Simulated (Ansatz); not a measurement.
# AlInSb2: the cost of one run

Program: Ansatz 0.2.0. Level of theory: DFT LDA, scalar-relativistic, plane waves, PAW. These are calculated values, not measurements.

1 further run of the same task is left out (set aside as unsound or not needed).

**1. The system as given**

The structure is tetragonal, space group P-4m2 (No. 115). Conventional cell: a = 4.438 Å, b = 4.438 Å, c = 6.267 Å, α = 90.00°, β = 90.00°, γ = 90.00°. Around Al (site symmetry -4m2) lie 4 Sb at 2.66 Å. In (site symmetry -4m2) has 4 Sb at 2.78 Å as nearest neighbours. Sb (site symmetry 2mm) is surrounded by 2 Al at 2.66 Å and 2 In at 2.78 Å.

Coordinates:

```
Al In Sb
1.0
     4.43759    0.00000    0.00000
     0.00000    4.43759    0.00000
     0.00000    0.00000    6.26738
Al In Sb
1 1 2
Direct
  0.00000 0.00000 0.00000
  0.50000 0.50000 0.50000
  0.00000 0.50000 0.23397
  0.50000 0.00000 0.76603
```

It goes back to an entry of the Materials Project, which need not be the stable form.

This cell was relaxed beforehand with the same method: volume 30.85 Å³/atom, gap on the mesh 0.54 eV.

**2. What is varied**

Atoms count from 1 in the order of the input.

The energy is mapped over a free internal coordinate and the cell.

The axes are (1) shift of Sb3 along [0 0 1], its symmetry partners moved as symmetry demands (measured in the relaxed cell): 5 values from −0.250 Å; (2) c/a of the conventional cell at fixed volume: 5 values from 1.299 to 1.525.

Nothing else is relaxed (all other coordinates fixed). Energies count from the relaxed crystal. Points are written as (first, second).

**3. The run at (0.125 Å, 1.299)**

input.yaml reads:

```yaml
crystal:
  lattice:
    - [4.5626022301, 0.0, 0.0]
    - [0.0, 4.5626022301, 0.0]
    - [0.0, 0.0, 5.9286453378]
  atoms:
    - { symbol: Al, position: [0.0, 0.0, 0.0] }
    - { symbol: In, position: [0.5, 0.5, 0.5] }
    - { symbol: Sb, position: [0.0, 0.5, 0.2539107108] }
    - { symbol: Sb, position: [0.5, 0.0, 0.7460892892] }
basis:
  ecutwfc: 420
kpoints:
  mp_grid: { grid: [8, 8, 6] }
hamiltonian:
  xc: lda
  pseudopotentials: { kind: paw }
scf:
  occupations: { method: gaussian, width: 0.05 }
output:
  forces: true
  stress: true
  eigenvalues: true
```

Command:

```sh
ansatz run input.yaml --threads 1 --pin off --max-ram 2048MiB --backend cpu --events-out ev --progress --plain --runs-dir out
```

What time and memory should one allow on 1 thread of Arm Neoverse N1, shared host?

About 32 s, with a peak of 0.42 GiB.
